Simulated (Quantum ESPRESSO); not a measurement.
Runs of Quantum ESPRESSO 7.5 on V. The cell holds a sheet with vacuum, 1 atom: a = 2.296 Å, b = 2.296 Å, c = 23.800 Å, α = 90.00°, β = 90.00°, γ = 90.00°. The cell was built by a generator and needn't be a form met in nature.

| task | level | potentials or basis | cell | k mesh | cutoff (eV) | most ionic steps | forc conv thr | etot conv thr | upscale | ion dynamics | mesh quality | gap on the mesh (eV) | moment (μB) |
| --- | --- | --- | --- | --- | --- | --- | --- | --- | --- | --- | --- | --- | --- |
| relaxation of the atoms | PBE+D2 | GBRV 1.5 PBE | atoms relaxed | 7 × 7 × 1 | 612 | 30 | 0.001 Ry/bohr | 0.0001 Ry | 10 | bfgs | coarse | none | 0.62 |
| relaxation of the atoms | PBE | GBRV 1.5 PBE | atoms relaxed | 7 × 7 × 1 | 612 | 30 | 0.001 Ry/bohr | 0.0001 Ry | 10 | bfgs | coarse | none | 0.63 |
| relaxation of the atoms | PBE+D3(BJ) | GBRV 1.5 PBE | atoms relaxed | 7 × 7 × 1 | 612 | 30 | 0.001 Ry/bohr | 0.0001 Ry | 10 | bfgs | coarse | none | 0.62 |
| work function | PBE | PseudoDojo 0.4.1 SR PBE standard | as given | 11 × 11 × 1 | 1143 | - | - | - | - | - | not flagged | none | (a) |
| relaxation of the atoms | PBE+D3 | GBRV 1.5 PBE | atoms relaxed | 7 × 7 × 1 | 612 | 30 | 0.001 Ry/bohr | 0.0001 Ry | 10 | bfgs | coarse | none | 0.62 |

Alike in all rows: spin collinear, ferromagnetic start; smearing fermi-dirac 0.05 eV.

Task: Estimate the missing entries.

Result: (a) 0.00.

Caveats: some runs use coarse meshes.

A k mesh can miss the band edges.

A gap of «none» marks a metal or a gap under the smearing width.

Not every run made on this cell is shown here.
